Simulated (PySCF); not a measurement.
# C2H5BF2O: core binding energies at several levels of theory, part 2 of 3

PySCF 2.14.0. Atoms count from 0. The steps go on from the part before.

**5. X-ray photoelectron lines: PBE, X2C**

The job: settings as JSON, then the geometry in Å.

```
{"job": {"kind": "xps", "xc": "PBE"}, "charge": 0, "multiplicity": 1}
C      1.908994     0.124243     0.027486
B      0.358829     0.283082     0.007817
F     -0.205993     1.326799    -0.604150
O     -0.461580    -0.632969     0.592118
C     -1.830265    -0.438621     0.666358
F     -2.121920     0.352914     1.730511
H      2.306008     0.115783    -1.000521
H      2.235238    -0.786222     0.546238
H      2.363168     0.997810     0.523522
H     -2.299861    -1.422755     0.819592
H     -2.218233     0.049678    -0.243392
```

With the program's defaults for keys left out, this is: delta-SCF UKS PBE, pcX-2 on the ionised atom, pcseg-1 elsewhere, spin-free X2C.

The program printed:

```text
ground state, core basis on atom 0 (C), 140 functions
  cycle   1  E = -378.74880112  |g| = 8.32e-01
  cycle   2  E = -378.47986526  |g| = 1.46e+00
  cycle   3  E = -378.87466593  |g| = 1.63e-01
  cycle   4  E = -378.87944643  |g| = 6.15e-02
  cycle   5  E = -378.88005406  |g| = 2.21e-02
  cycle   6  E = -378.88014243  |g| = 4.86e-03
  cycle   7  E = -378.88014914  |g| = 8.56e-04
  cycle   8  E = -378.88014898  |g| = 2.76e-04
  E(ground) = -378.88029732 Eh
hole in C 1s of atom 0
  cycle   1  E = -367.68717115  |g| = 1.52e+00
  cycle   2  E = -367.01428636  |g| = 1.85e+00
  cycle   3  E = -368.18137715  |g| = 3.58e-01
  cycle   4  E = -368.20514895  |g| = 2.69e-01
  cycle   5  E = -368.23005129  |g| = 4.10e-02
  cycle   6  E = -368.23046403  |g| = 2.71e-02
  cycle   7  E = -368.23071014  |g| = 4.43e-03
  cycle   8  E = -368.23071651  |g| = 1.90e-03
  cycle   9  E = -368.23071840  |g| = 5.39e-04
  cycle  10  E = -368.23071779  |g| = 2.47e-04
  E(ion) = -368.23088777 Eh   <S^2> = 0.7596   hole on atom = 1.000   binding energy = 289.785 eV
ground state, core basis on atom 1 (B), 140 functions
  cycle   1  E = -378.88238745  |g| = 5.93e-02
  cycle   2  E = -378.88230831  |g| = 3.11e-02
  cycle   3  E = -378.88235349  |g| = 2.88e-02
  cycle   4  E = -378.88249513  |g| = 5.52e-03
  cycle   5  E = -378.88250324  |g| = 8.29e-04
  cycle   6  E = -378.88250224  |g| = 3.05e-04
  E(ground) = -378.88264177 Eh
hole in B 1s of atom 1
  cycle   1  E = -371.23123489  |g| = 1.18e+00
  cycle   2  E = -368.58647039  |g| = 2.34e+00
  cycle   3  E = -371.37124040  |g| = 8.11e-01
  cycle   4  E = -371.58395077  |g| = 2.93e-01
  cycle   5  E = -371.59407868  |g| = 2.65e-01
  cycle   6  E = -371.61722838  |g| = 1.05e-01
  cycle   7  E = -371.62114067  |g| = 3.61e-02
  cycle   8  E = -371.62158784  |g| = 8.07e-03
  cycle   9  E = -371.62161306  |g| = 3.55e-03
  cycle  10  E = -371.62161958  |g| = 6.04e-04
  cycle  11  E = -371.62161851  |g| = 3.16e-04
  E(ion) = -371.62167506 Eh   <S^2> = 0.7661   hole on atom = 1.000   binding energy = 197.581 eV
ground state, core basis on atom 2 (F), 140 functions
  cycle   1  E = -378.93075611  |g| = 1.40e-01
  cycle   2  E = -378.93004827  |g| = 7.97e-02
  cycle   3  E = -378.92954980  |g| = 9.76e-02
  cycle   4  E = -378.93098662  |g| = 9.92e-03
  cycle   5  E = -378.93100536  |g| = 2.23e-03
  cycle   6  E = -378.93100685  |g| = 3.45e-04
  E(ground) = -378.93093418 Eh
hole in F 1s of atom 2
  cycle   1  E = -352.60607690  |g| = 2.61e+00
  cycle   2  E = -352.31216717  |g| = 2.37e+00
  cycle   3  E = -353.37415491  |g| = 5.92e-01
  cycle   4  E = -353.32910827  |g| = 6.65e-01
  cycle   5  E = -353.49911235  |g| = 7.37e-02
  cycle   6  E = -353.50075011  |g| = 4.47e-02
  cycle   7  E = -353.50161824  |g| = 8.03e-03
  cycle   8  E = -353.50163886  |g| = 2.95e-03
  cycle   9  E = -353.50164272  |g| = 3.35e-04
  E(ion) = -353.50150591 Eh   <S^2> = 0.7539   hole on atom = 1.000   binding energy = 691.970 eV
ground state, core basis on atom 3 (O), 140 functions
  cycle   1  E = -378.90802129  |g| = 1.37e-01
  cycle   2  E = -378.90422066  |g| = 1.73e-01
  cycle   3  E = -378.90848287  |g| = 6.29e-02
  cycle   4  E = -378.90907059  |g| = 2.10e-02
  cycle   5  E = -378.90914411  |g| = 1.64e-03
  cycle   6  E = -378.90914455  |g| = 4.05e-04
  E(ground) = -378.90952077 Eh
hole in O 1s of atom 3
  cycle   1  E = -358.31036503  |g| = 2.25e+00
  cycle   2  E = -357.30811673  |g| = 2.61e+00
  cycle   3  E = -358.95529790  |g| = 7.02e-01
  cycle   4  E = -359.02465174  |g| = 5.50e-01
  cycle   5  E = -359.12031236  |g| = 7.72e-02
  cycle   6  E = -359.12194879  |g| = 3.32e-02
  cycle   7  E = -359.12241701  |g| = 7.71e-03
  cycle   8  E = -359.12243225  |g| = 3.61e-03
  cycle   9  E = -359.12243749  |g| = 4.29e-04
  E(ion) = -359.12268318 Eh   <S^2> = 0.7564   hole on atom = 1.000   binding energy = 538.427 eV
ground state, core basis on atom 4 (C), 140 functions
  cycle   1  E = -378.88554862  |g| = 9.75e-02
  cycle   2  E = -378.88310943  |g| = 1.35e-01
  cycle   3  E = -378.88608407  |g| = 3.65e-02
  cycle   4  E = -378.88627273  |g| = 1.77e-02
  cycle   5  E = -378.88632699  |g| = 1.45e-03
  cycle   6  E = -378.88632872  |g| = 4.10e-04
  E(ground) = -378.88647994 Eh
hole in C 1s of atom 4
  cycle   1  E = -367.55002649  |g| = 1.51e+00
  cycle   2  E = -361.75176599  |g| = 3.42e+00
  cycle   3  E = -367.66271026  |g| = 9.64e-01
  cycle   4  E = -367.97179337  |g| = 5.63e-01
  cycle   5  E = -368.06739080  |g| = 1.95e-01
  cycle   6  E = -368.08034379  |g| = 6.48e-02
  cycle   7  E = -368.08210976  |g| = 2.04e-02
  cycle   8  E = -368.08223243  |g| = 8.60e-03
  cycle   9  E = -368.08225844  |g| = 2.42e-03
  cycle  10  E = -368.08226062  |g| = 1.18e-03
  cycle  11  E = -368.08226093  |g| = 2.90e-04
  E(ion) = -368.08237553 Eh   <S^2> = 0.7625   hole on atom = 1.000   binding energy = 293.995 eV
ground state, core basis on atom 5 (F), 140 functions
  cycle   1  E = -378.93182763  |g| = 1.38e-01
  cycle   2  E = -378.93128094  |g| = 7.18e-02
  cycle   3  E = -378.93086882  |g| = 8.95e-02
  cycle   4  E = -378.93201897  |g| = 7.21e-03
  cycle   5  E = -378.93202934  |g| = 1.30e-03
  cycle   6  E = -378.93202955  |g| = 3.07e-04
  E(ground) = -378.93227283 Eh
hole in F 1s of atom 5
  cycle   1  E = -352.61077609  |g| = 2.61e+00
  cycle   2  E = -352.03891055  |g| = 2.52e+00
  cycle   3  E = -353.31092858  |g| = 7.19e-01
  cycle   4  E = -353.36262052  |g| = 6.21e-01
  cycle   5  E = -353.50361658  |g| = 9.42e-02
  cycle   6  E = -353.50584313  |g| = 5.78e-02
  cycle   7  E = -353.50705894  |g| = 1.18e-02
  cycle   8  E = -353.50710468  |g| = 3.00e-03
  cycle   9  E = -353.50710935  |g| = 5.67e-04
  cycle  10  E = -353.50710870  |g| = 1.81e-04
  E(ion) = -353.50734908 Eh   <S^2> = 0.7545   hole on atom = 1.000   binding energy = 691.847 eV
```

Run time: 21 s. Hardware: 1 thread of Arm Neoverse V1, shared host; peak memory 0.52 GiB.

Binding energies by hole, beside the orbital energy of the ground state; the difference holds orbital relaxation and, for a density functional, its self-interaction error:

```
     hole  stands for                environment  ΔSCF (eV)  −ε (eV)   ⟨S²⟩
C1s on C0          C0  methyl carbon bonded to B     289.79    268.7  0.760
B1s on B1          B1    boron bonded to C, F, O     197.58    178.8  0.766
F1s on F2          F2       fluorine bonded to B     691.97    660.7  0.754
O1s on O3          O3      oxygen bonded to C, B     538.43    511.5  0.756
C1s on C4          C4  sp3 CH2 bonded to F and O     293.99    272.6  0.762
F1s on F5          F5  fluorine on an sp3 carbon     691.85    660.6  0.754
```

**6. Core-electron binding energies: HF, X2C**

Same as in step 5 but for these lines:

```diff
@@ -1,2 +1,2 @@
-{"job": {"kind": "xps", "xc": "PBE"}, "charge": 0, "multiplicity": 1}
+{"job": {"kind": "xps", "xc": "HF"}, "charge": 0, "multiplicity": 1}
 C      1.908994     0.124243     0.027486
```

Level: delta-SCF UKS HF, pcX-2 on the ionised atom, pcseg-1 elsewhere, spin-free X2C.

The program printed:

```text
ground state, core basis on atom 0 (C), 140 functions
  cycle   1  E = -377.23216260  |g| = 7.63e-01
  cycle   2  E = -377.33593252  |g| = 4.02e-01
  cycle   3  E = -377.36356849  |g| = 6.24e-02
  cycle   4  E = -377.36477276  |g| = 1.54e-02
  cycle   5  E = -377.36485141  |g| = 3.35e-03
  cycle   6  E = -377.36485683  |g| = 1.05e-03
  cycle   7  E = -377.36485730  |g| = 3.34e-04
  E(ground) = -377.36485730 Eh
hole in C 1s of atom 0
  cycle   1  E = -366.14928478  |g| = 1.49e+00
  cycle   2  E = -366.52569763  |g| = 7.01e-01
  cycle   3  E = -366.68301355  |g| = 9.38e-02
  cycle   4  E = -366.68646484  |g| = 2.29e-02
  cycle   5  E = -366.68688499  |g| = 1.46e-02
  cycle   6  E = -366.68724257  |g| = 6.98e-03
  cycle   7  E = -366.68736046  |g| = 1.82e-03
  cycle   8  E = -366.68736636  |g| = 7.48e-04
  cycle   9  E = -366.68736693  |g| = 2.62e-04
  E(ion) = -366.68736693 Eh   <S^2> = 0.7805   hole on atom = 1.000   binding energy = 290.549 eV
ground state, core basis on atom 1 (B), 140 functions
  cycle   1  E = -377.36931253  |g| = 3.33e-02
  cycle   2  E = -377.36947779  |g| = 6.73e-03
  cycle   3  E = -377.36948549  |g| = 2.92e-03
  cycle   4  E = -377.36948704  |g| = 4.96e-04
  E(ground) = -377.36948704 Eh
hole in B 1s of atom 1
  cycle   1  E = -369.68528536  |g| = 1.16e+00
  cycle   2  E = -369.96430393  |g| = 4.68e-01
  cycle   3  E = -370.04120556  |g| = 1.49e-01
  cycle   4  E = -370.04914061  |g| = 3.38e-02
  cycle   5  E = -370.04978775  |g| = 1.30e-02
  cycle   6  E = -370.05003416  |g| = 7.36e-03
  cycle   7  E = -370.05012915  |g| = 4.48e-03
  cycle   8  E = -370.05017866  |g| = 2.55e-03
  cycle   9  E = -370.05019913  |g| = 1.42e-03
  cycle  10  E = -370.05020701  |g| = 8.12e-04
  cycle  11  E = -370.05020989  |g| = 3.45e-04
  E(ion) = -370.05020989 Eh   <S^2> = 0.7756   hole on atom = 1.000   binding energy = 199.168 eV
ground state, core basis on atom 2 (F), 140 functions
  cycle   1  E = -377.42085039  |g| = 3.79e-02
  cycle   2  E = -377.42093257  |g| = 7.65e-03
  cycle   3  E = -377.42093940  |g| = 4.23e-03
  cycle   4  E = -377.42094201  |g| = 4.50e-04
  E(ground) = -377.42094201 Eh
hole in F 1s of atom 2
  cycle   1  E = -351.09547205  |g| = 2.56e+00
  cycle   2  E = -351.76423424  |g| = 1.13e+00
  cycle   3  E = -351.96957483  |g| = 8.30e-02
  cycle   4  E = -351.97119883  |g| = 2.41e-02
  cycle   5  E = -351.97142616  |g| = 1.17e-02
  cycle   6  E = -351.97150340  |g| = 3.23e-03
  cycle   7  E = -351.97151049  |g| = 7.45e-04
  cycle   8  E = -351.97151089  |g| = 2.83e-04
  E(ion) = -351.97151089 Eh   <S^2> = 0.7603   hole on atom = 1.000   binding energy = 692.514 eV
ground state, core basis on atom 3 (O), 140 functions
  cycle   1  E = -377.39928592  |g| = 6.93e-02
  cycle   2  E = -377.39971882  |g| = 3.89e-02
  cycle   3  E = -377.39994311  |g| = 3.95e-03
  cycle   4  E = -377.39994606  |g| = 7.54e-04
  cycle   5  E = -377.39994619  |g| = 3.11e-04
  E(ground) = -377.39994619 Eh
hole in O 1s of atom 3
  cycle   1  E = -356.79400455  |g| = 2.20e+00
  cycle   2  E = -357.31766898  |g| = 1.14e+00
  cycle   3  E = -357.59252240  |g| = 1.12e-01
  cycle   4  E = -357.59596390  |g| = 2.96e-02
  cycle   5  E = -357.59635257  |g| = 1.41e-02
  cycle   6  E = -357.59652639  |g| = 5.24e-03
  cycle   7  E = -357.59655628  |g| = 1.56e-03
  cycle   8  E = -357.59655912  |g| = 4.85e-04
  E(ion) = -357.59655912 Eh   <S^2> = 0.7673   hole on atom = 1.000   binding energy = 538.878 eV
ground state, core basis on atom 4 (C), 140 functions
  cycle   1  E = -377.37237657  |g| = 5.01e-02
  cycle   2  E = -377.37264435  |g| = 2.72e-02
  cycle   3  E = -377.37276963  |g| = 3.92e-03
  cycle   4  E = -377.37277310  |g| = 7.82e-04
  cycle   5  E = -377.37277329  |g| = 3.68e-04
  E(ground) = -377.37277329 Eh
hole in C 1s of atom 4
  cycle   1  E = -365.98862519  |g| = 1.48e+00
  cycle   2  E = -366.31673263  |g| = 7.96e-01
  cycle   3  E = -366.50488249  |g| = 1.58e-01
  cycle   4  E = -366.51376622  |g| = 4.43e-02
  cycle   5  E = -366.51485166  |g| = 2.00e-02
  cycle   6  E = -366.51553646  |g| = 1.29e-02
  cycle   7  E = -366.51600998  |g| = 6.15e-03
  cycle   8  E = -366.51611304  |g| = 2.79e-03
  cycle   9  E = -366.51612889  |g| = 1.31e-03
  cycle  10  E = -366.51613218  |g| = 6.65e-04
  cycle  11  E = -366.51613315  |g| = 2.91e-04
  E(ion) = -366.51613315 Eh   <S^2> = 0.8025   hole on atom = 1.000   binding energy = 295.424 eV
ground state, core basis on atom 5 (F), 140 functions
  cycle   1  E = -377.42113255  |g| = 3.83e-02
  cycle   2  E = -377.42120964  |g| = 8.17e-03
  cycle   3  E = -377.42121740  |g| = 4.54e-03
  cycle   4  E = -377.42122036  |g| = 5.26e-04
  cycle   5  E = -377.42122049  |g| = 1.79e-04
  E(ground) = -377.42122049 Eh
hole in F 1s of atom 5
  cycle   1  E = -351.10107735  |g| = 2.56e+00
  cycle   2  E = -351.76233637  |g| = 1.16e+00
  cycle   3  E = -351.98199072  |g| = 8.79e-02
  cycle   4  E = -351.98393986  |g| = 2.48e-02
  cycle   5  E = -351.98420712  |g| = 1.24e-02
  cycle   6  E = -351.98430361  |g| = 3.65e-03
  cycle   7  E = -351.98431450  |g| = 1.14e-03
  cycle   8  E = -351.98431566  |g| = 4.70e-04
  E(ion) = -351.98431566 Eh   <S^2> = 0.7615   hole on atom = 1.000   binding energy = 692.173 eV
```

It took 22 s on 1 thread of Arm Neoverse V1, shared host; peak memory 0.52 GiB.

Binding energies by hole, beside the orbital energy of the ground state; the difference holds orbital relaxation and, for a density functional, its self-interaction error:

```
     hole  stands for                environment  ΔSCF (eV)  −ε (eV)   ⟨S²⟩
C1s on C0          C0  methyl carbon bonded to B     290.55    305.2  0.781
B1s on B1          B1    boron bonded to C, F, O     199.17    209.1  0.776
F1s on F2          F2       fluorine bonded to B     692.51    716.3  0.760
O1s on O3          O3      oxygen bonded to C, B     538.88    560.7  0.767
C1s on C4          C4  sp3 CH2 bonded to F and O     295.42    309.8  0.803
F1s on F5          F5  fluorine on an sp3 carbon     692.17    716.2  0.761
```

**7. Core holes by ΔSCF: SCAN, X2C**

Same as in step 6 but for these lines:

```diff
@@ -1,2 +1,2 @@
-{"job": {"kind": "xps", "xc": "HF"}, "charge": 0, "multiplicity": 1}
+{"job": {"kind": "xps", "basis": "pcX-1"}, "charge": 0, "multiplicity": 1}
 C      1.908994     0.124243     0.027486
```

Method: delta-SCF UKS SCAN, pcX-1 on the ionised atom, pcseg-1 elsewhere, spin-free X2C.

The program printed:

```text
ground state, core basis on atom 0 (C), 119 functions
  cycle   1  E = -379.03708722  |g| = 8.08e-01
  cycle   2  E = -378.87632278  |g| = 1.25e+00
  cycle   3  E = -379.15229454  |g| = 1.11e-01
  cycle   4  E = -379.15456230  |g| = 4.12e-02
  cycle   5  E = -379.15487591  |g| = 1.51e-02
  cycle   6  E = -379.15491210  |g| = 4.97e-03
  cycle   7  E = -379.15491678  |g| = 7.38e-04
  cycle   8  E = -379.15491812  |g| = 3.73e-04
  E(ground) = -379.15490993 Eh
hole in C 1s of atom 0
  cycle   1  E = -367.93015717  |g| = 1.50e+00
  cycle   2  E = -367.54207400  |g| = 1.60e+00
  cycle   3  E = -368.43684248  |g| = 3.24e-01
  cycle   4  E = -368.46159950  |g| = 1.97e-01
  cycle   5  E = -368.47428773  |g| = 3.32e-02
  cycle   6  E = -368.47463230  |g| = 1.35e-02
  cycle   7  E = -368.47468902  |g| = 5.68e-03
  cycle   8  E = -368.47470341  |g| = 2.53e-03
  cycle   9  E = -368.47470469  |g| = 1.04e-03
  cycle  10  E = -368.47470675  |g| = 5.81e-04
  cycle  11  E = -368.47470618  |g| = 1.91e-04
  E(ion) = -368.47403877 Eh   <S^2> = 0.7662   hole on atom = 1.000   binding energy = 290.641 eV
ground state, core basis on atom 1 (B), 119 functions
  cycle   1  E = -379.15378888  |g| = 3.34e-02
  cycle   2  E = -379.15367855  |g| = 3.43e-02
  cycle   3  E = -379.15398230  |g| = 6.41e-03
  cycle   4  E = -379.15398857  |g| = 3.87e-03
  cycle   5  E = -379.15399224  |g| = 4.98e-04
  E(ground) = -379.15497947 Eh
hole in B 1s of atom 1
  cycle   1  E = -371.47611677  |g| = 1.17e+00
  cycle   2  E = -369.16574120  |g| = 2.12e+00
  cycle   3  E = -371.60786143  |g| = 8.02e-01
  cycle   4  E = -371.82013558  |g| = 2.56e-01
  cycle   5  E = -371.83470938  |g| = 2.23e-01
  cycle   6  E = -371.85086226  |g| = 8.37e-02
  cycle   7  E = -371.85335135  |g| = 3.15e-02
  cycle   8  E = -371.85367408  |g| = 9.37e-03
  cycle   9  E = -371.85370814  |g| = 4.84e-03
  cycle  10  E = -371.85372109  |g| = 1.60e-03
  cycle  11  E = -371.85372445  |g| = 7.05e-04
  cycle  12  E = -371.85372510  |g| = 4.37e-04
  E(ion) = -371.85641972 Eh   <S^2> = 0.7735   hole on atom = 1.000   binding energy = 198.604 eV
ground state, core basis on atom 2 (F), 119 functions
  cycle   1  E = -379.15176711  |g| = 3.80e-02
  cycle   2  E = -379.15174579  |g| = 2.40e-02
  cycle   3  E = -379.15180268  |g| = 1.41e-02
  cycle   4  E = -379.15182885  |g| = 3.28e-03
  cycle   5  E = -379.15183150  |g| = 5.79e-04
  cycle   6  E = -379.15182964  |g| = 2.29e-04
  E(ground) = -379.15461218 Eh
hole in F 1s of atom 2
  cycle   1  E = -352.80012132  |g| = 2.57e+00
  cycle   2  E = -352.75688812  |g| = 2.07e+00
  cycle   3  E = -353.59131978  |g| = 4.49e-01
  cycle   4  E = -353.58448760  |g| = 4.52e-01
  cycle   5  E = -353.66221179  |g| = 4.93e-02
  cycle   6  E = -353.66301799  |g| = 2.45e-02
  cycle   7  E = -353.66327003  |g| = 5.52e-03
  cycle   8  E = -353.66327711  |g| = 2.57e-03
  cycle   9  E = -353.66328013  |g| = 3.49e-04
  E(ion) = -353.67241961 Eh   <S^2> = 0.7560   hole on atom = 1.000   binding energy = 693.406 eV
ground state, core basis on atom 3 (O), 119 functions
  cycle   1  E = -379.15728794  |g| = 3.81e-02
  cycle   2  E = -379.15689974  |g| = 5.88e-02
  cycle   3  E = -379.15744145  |g| = 7.83e-03
  cycle   4  E = -379.15745060  |g| = 4.78e-03
  cycle   5  E = -379.15745338  |g| = 4.64e-04
  E(ground) = -379.15477680 Eh
hole in O 1s of atom 3
  cycle   1  E = -358.52563269  |g| = 2.22e+00
  cycle   2  E = -357.93585792  |g| = 2.26e+00
  cycle   3  E = -359.20485993  |g| = 6.12e-01
  cycle   4  E = -359.26851465  |g| = 4.23e-01
  cycle   5  E = -359.32424963  |g| = 5.29e-02
  cycle   6  E = -359.32504634  |g| = 2.12e-02
  cycle   7  E = -359.32523566  |g| = 6.88e-03
  cycle   8  E = -359.32524735  |g| = 4.01e-03
  cycle   9  E = -359.32525321  |g| = 7.07e-04
  cycle  10  E = -359.32525353  |g| = 2.78e-04
  E(ion) = -359.32511565 Eh   <S^2> = 0.7613   hole on atom = 1.000   binding energy = 539.593 eV
ground state, core basis on atom 4 (C), 119 functions
  cycle   1  E = -379.15339942  |g| = 3.94e-02
  cycle   2  E = -379.15299019  |g| = 5.85e-02
  cycle   3  E = -379.15367142  |g| = 1.01e-02
  cycle   4  E = -379.15368419  |g| = 4.45e-03
  cycle   5  E = -379.15368841  |g| = 7.79e-04
  cycle   6  E = -379.15368988  |g| = 2.19e-04
  E(ground) = -379.15315143 Eh
hole in C 1s of atom 4
  cycle   1  E = -367.77450973  |g| = 1.49e+00
  cycle   2  E = -363.07225320  |g| = 3.08e+00
  cycle   3  E = -367.97884442  |g| = 8.53e-01
  cycle   4  E = -368.22815555  |g| = 4.72e-01
  cycle   5  E = -368.29790099  |g| = 1.56e-01
  cycle   6  E = -368.30553919  |g| = 5.09e-02
  cycle   7  E = -368.30665145  |g| = 1.55e-02
  cycle   8  E = -368.30673659  |g| = 8.11e-03
  cycle   9  E = -368.30676950  |g| = 2.84e-03
  cycle  10  E = -368.30677503  |g| = 2.20e-03
  cycle  11  E = -368.30677630  |g| = 8.32e-04
  cycle  12  E = -368.30677660  |g| = 3.04e-04
  E(ion) = -368.30752312 Eh   <S^2> = 0.7735   hole on atom = 1.000   binding energy = 295.125 eV
ground state, core basis on atom 5 (F), 119 functions
  cycle   1  E = -379.15105010  |g| = 4.94e-02
  cycle   2  E = -379.15088129  |g| = 4.78e-02
  cycle   3  E = -379.15141541  |g| = 9.23e-03
  cycle   4  E = -379.15142924  |g| = 5.37e-03
  cycle   5  E = -379.15143264  |g| = 8.00e-04
  cycle   6  E = -379.15143161  |g| = 2.55e-04
  E(ground) = -379.15329726 Eh
hole in F 1s of atom 5
  cycle   1  E = -352.81240735  |g| = 2.57e+00
  cycle   2  E = -352.61851369  |g| = 2.17e+00
  cycle   3  E = -353.56161493  |g| = 5.56e-01
  cycle   4  E = -353.59860894  |g| = 4.43e-01
  cycle   5  E = -353.67193230  |g| = 5.56e-02
  cycle   6  E = -353.67264883  |g| = 3.47e-02
  cycle   7  E = -353.67305329  |g| = 5.60e-03
  cycle   8  E = -353.67306223  |g| = 2.43e-03
  cycle   9  E = -353.67306461  |g| = 4.95e-04
  E(ion) = -353.68149010 Eh   <S^2> = 0.7565   hole on atom = 1.000   binding energy = 693.123 eV
```

It took 27 s on 1 thread of Arm Neoverse V1, shared host; peak memory 0.52 GiB.

The holes in one table. −ε is the ground-state orbital energy:

```
     hole  stands for                environment  ΔSCF (eV)  −ε (eV)   ⟨S²⟩
C1s on C0          C0  methyl carbon bonded to B     290.64    273.1  0.766
B1s on B1          B1    boron bonded to C, F, O     198.60    182.0  0.774
F1s on F2          F2       fluorine bonded to B     693.41    666.5  0.756
O1s on O3          O3      oxygen bonded to C, B     539.59    517.4  0.761
C1s on C4          C4  sp3 CH2 bonded to F and O     295.12    277.3  0.774
F1s on F5          F5  fluorine on an sp3 carbon     693.12    666.2  0.756
```

(Continued in part 3 of 3.)
